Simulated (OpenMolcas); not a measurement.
# Pd²⁺ among point charges: CASSCF and CASPT2 levels and susceptibility

Aim: the splitting of the states of Pd²⁺ in the field of 4 point charges, its lowest levels with spin-orbit coupling and its magnetic susceptibility.

Program: OpenMolcas 26.06. Level of theory: state-averaged CASSCF and CASPT2, spin-orbit coupling by RASSI with atomic mean-field integrals. These are calculated values, not measurements, unless marked.

### Step 1. The system

```
Species                           : Pd²⁺ (palladium, Z = 46, 44 electrons)
Basis                             : ANO-RCC-VDZP [6s5p3d1f], 43 functions
Scalar Hamiltonian                : DKH2, point nucleus
Inactive shells                   : 1s 2s 2p 3s 3p 3d 4s 4p
Active space                      : 8 electrons in 5 orbitals (4d)
Some configurations of this space : 4d⁸
Orbitals                          : optimised for each spin and parity, averaged over all roots
```

The outer shells:

4d8
```
4d [↑↓][↑↓][↑↓][↑ ][↑ ]
```

The ion sits among 4 point charges of -2 e arranged as a tetrahedron (Td), 1.96 Å from the ion.

Each step is its own input file, run in one work folder so that later steps find the files of earlier ones. Labels, J, g values, rates, χT and fits are worked out afterwards by a script from the matrices that RASSI stores.

### Step 2. GATEWAY and SEWARD: basis and integrals

Input file a.inp:

```
&GATEWAY
Coord
1

Pd 0.0 0.0 0.0
Basis=ANO-RCC-VDZP
Group=NoSym
NoMove
AngMom=0.0 0.0 0.0
AMFI
XField
4 Angstrom 0
1.131607 1.131607 1.131607 -2.000000
1.131607 -1.131607 -1.131607 -2.000000
-1.131607 1.131607 -1.131607 -2.000000
-1.131607 -1.131607 1.131607 -2.000000
&SEWARD
```

On the command line:

```
> OMP_NUM_THREADS=1 MOLCAS_MEM=1689 MOLCAS_PROJECT=a pymolcas a.inp > a.log
```

### Step 3. Reference wave functions, triplets, 10 roots

Input file a.inp:

```
&RASSCF
FileOrb=start.orb
Symmetry=1
Spin=3
nActEl=8 0 0
Inactive=18
Ras2=5
CIRoot=10 10 1
SDav=10
CIMx=300
Iter=120 100
PrWF=0.3
OrbListing=Nothing
MaxOrb=0
>>> COPY $Project.JobIph JOB001
```

start.orb holds the contracted functions of the basis, ordered by shell, or the orbitals of the step before.

### Step 4. CASSCF: singlets, 15 roots

Input file a.inp:

```
&RASSCF
FileOrb=start.orb
Symmetry=1
Spin=1
nActEl=8 0 0
Inactive=18
Ras2=5
CIRoot=15 15 1
SDav=15
CIMx=300
Iter=120 100
PrWF=0.3
OrbListing=Nothing
MaxOrb=0
>>> COPY $Project.JobIph JOB002
```

### Step 5. RASSI: spin-orbit coupling between the states

Input file a.inp:

```
&RASSI
NrOfJobIphs=2 10 15
1 2 3 4 5 6 7 8 9 10
1 2 3 4 5 6 7 8 9 10 11 12 13 14 15
IphNames
JOB001
JOB002
EJob
SpinOrbit
DIPRint=1.0
SOCoupling=1000.0
Subsets=2
Property=9
'ANGMOM' 1 'ANGMOM' 2 'ANGMOM' 3 'MLTPL  1' 1 'MLTPL  1' 2 'MLTPL  1' 3
'AMFI' 1 'AMFI' 2 'AMFI' 3
SOProperty=3
'ANGMOM' 1 'ANGMOM' 2 'ANGMOM' 3
```

### Step 6. CASPT2: IPEA 0.25, imaginary shift 0.1 (closed shells correlated: 4s 4p)

Input file a.inp:

```
>>> COPY JOB001 $Project.JobIph
&CASPT2
Multistate=10 1 2 3 4 5 6 7 8 9 10
NoMult
Frozen=14
IPEA=0.25
Imaginary=0.1
MaxIter=60
WThr=0.0 0.3 0.05
PrWF=0.5
NoMix
>>> COPY JOB002 $Project.JobIph
&CASPT2
Multistate=15 1 2 3 4 5 6 7 8 9 10 11 12 13 14 15
NoMult
Frozen=14
IPEA=0.25
Imaginary=0.1
MaxIter=60
WThr=0.0 0.3 0.05
PrWF=0.5
NoMix
```

(Steps that only read results are left out.)

Before running it: what results should come out? Wanted: spin-free ground state; first state of the same spin within the active space; lowest level; next level.

**Answer**, as computed:

| quantity | value |
| --- | --- |
| method | SS-CASPT2, IPEA 0.25, imaginary shift 0.1 (closed shells correlated: 4s 4p) |
| spin-free ground state | 3T1, 3-fold in its orbital part |
| first state of the same spin within the active space | 3T2 at 2610 cm⁻¹ |
| lowest level | 1-fold A1 |
| next level | 593.7 cm⁻¹ |
| χT at 300 K | 2.34 cm³ K/mol |
| effective moment at 300 K | 4.32 μB |

Cost by method:

```tsv
method	time of its own steps	time with the reference
A. CASSCF	4.7 s	4.7 s
B. SS-CASPT2, IPEA 0.25, imaginary shift 0.1, +4s 4p	2.1 s	6.8 s
```

Times are of one thread on a shared host.

**Reading.** The spin-free ground state (3T1) comes to 99 % from free-ion F terms and keeps the highest spin of the shell. χT at 300 K is 2.34, against 1.00 cm³ K/mol for the spin alone, so orbital moment adds to it. A ligand-field fit to the states below 45000 cm-1 gives 10Dq = -3853 cm-1, B = 796 cm-1 and C = 3056 cm-1 (C/B = 3.84), with a deviation of 401 cm-1. CASPT2 does not keep the components of a term degenerate, and the means are used. The field of point charges can differ much from that of real complexes. Point charges carry no covalency, so the field is a model and not that of real ligands.
